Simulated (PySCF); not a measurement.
# One shape, several levels: [SnH5]− (SMILES [H][Sn-]([H])([H])([H])[H])

Aim: a comparison of 4 runs (BCCD(T)/STO-3G, CCSDT(Q)/STO-3G, NEVPT2(2,2)/STO-3G, QCISD(T)/STO-3G) of [SnH5]−. 

The results are computed with PySCF 2.14.0.

5 further runs of the same task are left out: 5 set aside as unsound or not needed.

### 1 The structure to begin with

[SnH5]− has 6 atoms, charge -1, and is taken as a singlet. SMILES: `[H][Sn-]([H])([H])([H])[H]`. The shape comes from GFN2-xTB, which is rough for such elements, and wasn't checked as a minimum.

Bond lengths: Sn1–H2 1.885 Å, Sn1–H3 1.889 Å, Sn1–H4 1.782 Å, Sn1–H5 1.783 Å, Sn1–H6 1.782 Å. Angles: H2–Sn1–H3 179.8°, H2–Sn1–H4 90.0°, H2–Sn1–H5 89.9°, H2–Sn1–H6 90.0°, H3–Sn1–H4 90.0°, H3–Sn1–H5 89.9°, H3–Sn1–H6 90.2°, H4–Sn1–H5 120.0°, H4–Sn1–H6 120.0°, H5–Sn1–H6 119.9°.

### 2 A single-point energy at BCCD(T)/STO-3G (run 1)

The input, run.py:

```python
from pyscf import gto, cc
from pyscf.cc.bccd import bccd_kernel_

mol = gto.M(
    atom=[
    ('Sn', (0.000450, -0.001410, 0.000420)),
    ('H', (-0.020070, -0.006290, 1.885790)),
    ('H', (0.020250, 0.010720, -1.888030)),
    ('H', (1.782780, 0.010780, 0.018860)),
    ('H', (-0.902470, 1.535970, -0.003420)),
    ('H', (-0.880950, -1.549760, -0.013620)),
],
    basis='sto-3g',
    max_memory=1860,
    verbose=4,
    charge=-1,
    spin=0,
)

hf = mol.RHF()
hf.conv_tol = 1e-10
hf.kernel()
if not hf.converged:
    hf = hf.newton().run(hf.mo_coeff, hf.mo_occ)

mycc = cc.CCSD(hf, frozen=18).run()
mycc = bccd_kernel_(mycc, diis=True)
e_t = mycc.ccsd_t()
e_final = mycc.e_tot + e_t
print('E(%s) = %.9f' % ('BCCD(T)', e_final))
```

Launch:

```
$ OMP_NUM_THREADS=1 python run.py
```

Standard output:

```text
PySCF version 2.14.0

[... 52 lines left out ...]
converged SCF energy = -5965.93547280429
[... 12 lines left out ...]
Init t2, MP2 energy = -5965.98539845764  E_corr(MP2) -0.049925653352581
[... 10 lines left out ...]
CCSD converged
[... 24 lines left out ...]
CCSD converged
[... 21 lines left out ...]
CCSD converged
[... 3 lines left out ...]
******** <class 'pyscf.cc.ccsd.CCSD'> ********
CC2 = 0
CCSD nocc = 10, nmo = 14
frozen orbitals 18
max_cycle = 50
direct = 0
conv_tol = 1e-07
conv_tol_normt = 1e-05
diis_space = 6
diis_start_cycle = 0
diis_start_energy_diff = 1e+09
Init E_corr(CCSD) = -0.0759589609344842
cycle = 1  E_corr(CCSD) = -0.0759599857980356  dE = -1.02486355e-06  norm(t1,t2) = 1.38492e-05
cycle = 2  E_corr(CCSD) = -0.0759598402203735  dE = 1.45577662e-07  norm(t1,t2) = 2.77771e-06
cycle = 3  E_corr(CCSD) = -0.0759596958179442  dE = 1.44402429e-07  norm(t1,t2) = 8.74021e-07
cycle = 4  E_corr(CCSD) = -0.0759596478449523  dE = 4.79729919e-08  norm(t1,t2) = 1.83871e-07
CCSD converged
E(CCSD) = -5966.010321716019  E_corr = -0.07595964784495231
BCC iter:    2  E:   -5966.010321716019  dE:    4.371e-08  |t1|:    3.005e-07
CCSD(T) correction = -0.000824917876260856
E(BCCD(T)) = -5966.011146634
```

Wall time 0.99 s (1 thread of Intel Xeon Platinum 8375C at 2.90GHz (Ice Lake), shared host); peak memory 0.12 GiB.

### 3 A single-point energy at CCSDT(Q)/STO-3G (run 2)

The input, calc.py:

```python
from pyscf import gto, cc

molecule = gto.M(
    atom='''
Sn     0.000850    -0.002665     0.000794
H     -0.037927    -0.011886     3.563627
H      0.038267     0.020258    -3.567860
H      3.368966     0.020371     0.035640
H     -1.705421     2.902563    -0.006463
H     -1.664754    -2.928622    -0.025738
''',
    basis='sto-3g',
    max_memory=1860,
    charge=-1,
    unit='bohr',
    verbose=3,
)

hf = molecule.RHF()
hf.conv_tol = 1e-10
hf.kernel()
if not hf.converged:
    hf = hf.newton().run(hf.mo_coeff, hf.mo_occ)

mycc = cc.CCSDT(hf, frozen=18)
mycc.kernel()
e_bracket, e_q = mycc.ccsdt_q()
e_final = mycc.e_tot + e_q
print('E(%s) = %.9f' % ('CCSDT(Q)', e_final))
```

Launch:

```
$ OMP_NUM_THREADS=1 python calc.py
```

Standard output:

```text
converged SCF energy = -5965.93547276974
_make_eris_incore_RCCSDT

WARN: A large `blksize` is being used, which may cause large memory consumption
      for storing contraction intermediates. If memory is sufficient, consider using
      `pyscf.cc.rccsdt_highm.RCCSDT` instead.

RCCSDT converged
E(RCCSDT) = -5966.011492147435   E_corr = -0.07601937769927489
E_corr(same-spin) = -0.000560877019662203
E_corr(oppo-spin) = -0.0754585006796127
_make_eris_incore_RCCSDT
E(CCSDT(Q)) = -5966.011503497
```

Run time: 3.9 s. Hardware: 1 thread of Intel Xeon Platinum 8375C at 2.90GHz (Ice Lake), shared host; peak memory 0.12 GiB.

Run 3 isn't shown in full; the table further down has it.

### 4 The energy at QCISD(T)/STO-3G (run 4)

The input, job.py:

```python
from pyscf import gto, scf, cc

mol = gto.Mole()
mol.atom = '''
Sn     0.000850    -0.002665     0.000794
H     -0.037927    -0.011886     3.563627
H      0.038267     0.020258    -3.567860
H      3.368966     0.020371     0.035640
H     -1.705421     2.902563    -0.006463
H     -1.664754    -2.928622    -0.025738
'''
mol.basis = 'sto-3g'
mol.unit = 'bohr'
mol.charge = -1
mol.verbose = 4
mol.max_memory = 1860
mol.build()

hf = scf.RHF(mol)
hf.conv_tol = 1e-10
hf.kernel()
if not hf.converged:
    hf = hf.newton().run(hf.mo_coeff, hf.mo_occ)

mycc = cc.QCISD(hf, frozen=18)
mycc.kernel()
e_t = mycc.qcisd_t()
e_final = mycc.e_tot + e_t
print(f'total energy: {e_final:.8f} hartree')
```

Launch:

```
$ OMP_NUM_THREADS=1 python job.py
```

Standard output:

```text
PySCF version 2.14.0

[INPUT] num. atoms = 6
[INPUT] num. electrons = 56
[INPUT] charge = -1
[INPUT] spin (= nelec alpha-beta = 2S) = 0
[INPUT] symmetry False subgroup None
[INPUT] Mole.unit = bohr
[INPUT] Symbol           X                Y                Z      unit          X                Y                Z       unit  Magmom
[INPUT]  1 Sn     0.000449800629  -0.001410257267   0.000420166705 AA    0.000850000000  -0.002665000000   0.000794000000 Bohr   0.0
[INPUT]  2 H     -0.020070104079  -0.006289800329   1.885790196619 AA   -0.037927000000  -0.011886000000   3.563627000000 Bohr   0.0
[INPUT]  3 H      0.020250024330   0.010720071939  -1.888030203753 AA    0.038267000000   0.020258000000  -3.567860000000 Bohr   0.0
[INPUT]  4 H      1.782780031564   0.010779868964   0.018859875797 AA    3.368966000000   0.020371000000   0.035640000000 Bohr   0.0
[INPUT]  5 H     -0.902469928224   1.535970192860  -0.003420072314 AA   -1.705421000000   2.902563000000  -0.006463000000 Bohr   0.0
[INPUT]  6 H     -0.880949878588  -1.549760021799  -0.013619963055 AA   -1.664754000000  -2.928622000000  -0.025738000000 Bohr   0.0

nuclear repulsion = 74.454834863851
number of shells = 16
number of NR pGTOs = 96
number of NR cGTOs = 32
basis = sto-3g
ecp = {}

******** <class 'pyscf.scf.hf.RHF'> ********
method = RHF
initial guess = minao
damping factor = 0
level_shift factor = 0
DIIS = <class 'pyscf.scf.diis.CDIIS'>
diis_start_cycle = 1
diis_space = 8
diis_damp = 0
SCF conv_tol = 1e-10
SCF conv_tol_grad = None
SCF max_cycles = 50
direct_scf = True
direct_scf_tol = 1e-13
Set gradient conv threshold to 1e-05
Initial guess from minao.
init E= -5948.54973476872
  HOMO = -0.377850992232099  LUMO = 0.0324402854556017  gap/eV = 11.16459
cycle= 1 E= -5965.86848632395  delta_E= -17.3  |g|= 0.386  |ddm|= 2.53
  HOMO = 0.0772435598974074  LUMO = 0.729647640439079  gap/eV = 17.75282
cycle= 2 E= -5965.93518210556  delta_E= -0.0667  |g|= 0.0231  |ddm|= 0.751
  HOMO = 0.0560770069207817  LUMO = 0.714078378002418  gap/eV = 17.90513
cycle= 3 E= -5965.93546698947  delta_E= -0.000285  |g|= 0.00312  |ddm|= 0.0475
  HOMO = 0.0560984834208037  LUMO = 0.714118690204959  gap/eV = 17.90564
cycle= 4 E= -5965.93547273789  delta_E= -5.75e-06  |g|= 0.000226  |ddm|= 0.00725
  HOMO = 0.0561209279524982  LUMO = 0.714203537798572  gap/eV = 17.90734
cycle= 5 E= -5965.93547276968  delta_E= -3.18e-08  |g|= 1.18e-05  |ddm|= 0.000563
  HOMO = 0.0561225056660334  LUMO = 0.714204624150274  gap/eV = 17.90733
cycle= 6 E= -5965.93547276973  delta_E= -5.37e-11  |g|= 1.68e-06  |ddm|= 2.41e-05
  HOMO = 0.0561223517562469  LUMO = 0.714204618656856  gap/eV = 17.90733
Extra cycle  E= -5965.93547276974  delta_E= -3.64e-12  |g|= 4.72e-07  |ddm|= 3.46e-06
converged SCF energy = -5965.93547276974

******** <class 'pyscf.cc.qcisd.QCISD'> ********
QCISD nocc = 10, nmo = 14
frozen orbitals 18
max_cycle = 50
direct = 0
conv_tol = 1e-07
conv_tol_normt = 1e-05
diis_space = 6
diis_start_cycle = 0
diis_start_energy_diff = 1e+09
Init t2, MP2 energy = -5965.98539842912  E_corr(MP2) -0.0499256593833709
Init E_corr(QCISD) = -0.049925659383459
cycle = 1  E_corr(QCISD) = -0.0657752029699794  dE = -0.0158495436  norm(t1,t2) = 0.0491145
cycle = 2  E_corr(QCISD) = -0.071476128804357  dE = -0.00570092583  norm(t1,t2) = 0.019375
cycle = 3  E_corr(QCISD) = -0.0749127817170164  dE = -0.00343665291  norm(t1,t2) = 0.00782479
cycle = 4  E_corr(QCISD) = -0.0749344911355186  dE = -2.17094185e-05  norm(t1,t2) = 0.00106903
cycle = 5  E_corr(QCISD) = -0.0749241255366683  dE = 1.03655989e-05  norm(t1,t2) = 0.000235764
cycle = 6  E_corr(QCISD) = -0.0749321745222302  dE = -8.04898556e-06  norm(t1,t2) = 6.3058e-05
cycle = 7  E_corr(QCISD) = -0.074930600450686  dE = 1.57407154e-06  norm(t1,t2) = 1.33473e-05
cycle = 8  E_corr(QCISD) = -0.0749308152887204  dE = -2.14838034e-07  norm(t1,t2) = 2.76977e-06
cycle = 9  E_corr(QCISD) = -0.0749308261232857  dE = -1.08345653e-08  norm(t1,t2) = 7.92609e-07
QCISD converged
E(QCISD) = -5966.010403595858  E_corr = -0.07493082612328567
QCISD(T) correction = -0.000762276829341162
total energy: -5966.01116587 hartree
```

Run time: 0.72 s. Hardware: 1 thread of Intel Xeon Platinum 8375C at 2.90GHz (Ice Lake), shared host; peak memory 0.1 GiB.

### 5 Overview of the runs

```csv
run,level,frozen core orbitals,active selection,energy (Eh),correlation energy (mEh),wall time
1,BCCD(T)/STO-3G,18,–,-5966.011147,-75.7,0.99 s
2,CCSDT(Q)/STO-3G,18,–,-5966.011503,-76.0,3.9 s
3,"NEVPT2(2,2)/STO-3G",–,mp2 natural orbitals,-5965.989569,–,1.1 s
4,QCISD(T)/STO-3G,18,–,-5966.011166,-75.7,0.72 s
```

### 6 Results

| quantity | value |
| --- | --- |
| run 4: total energy | -5966.01117 Eh |
| run 4: HOMO energy (Hartree–Fock orbitals) | 1.53 eV |
| run 4: LUMO energy (Hartree–Fock orbitals) | 19.43 eV |
| run 4: HOMO–LUMO gap (to an unbound level, set by the basis) | 17.91 eV |
| run 4: correlation energy (18 core orbitals frozen) | -75.7 mEh |
| run 4: (T) correction | -0.76 mEh |
| run 4: T1 diagnostic | 0.006 |

What this shows: In runs 2, 3, 4 the HOMO lies above zero, so the outermost electron may be held by the basis alone. In runs 1, 2, 3, 4 the basis is minimal, so the values are rough. In runs 1, 2, 3, 4 relativity is left out where basis or elements ask for it. All runs together took 6.8 s, the longest 3.9 s.
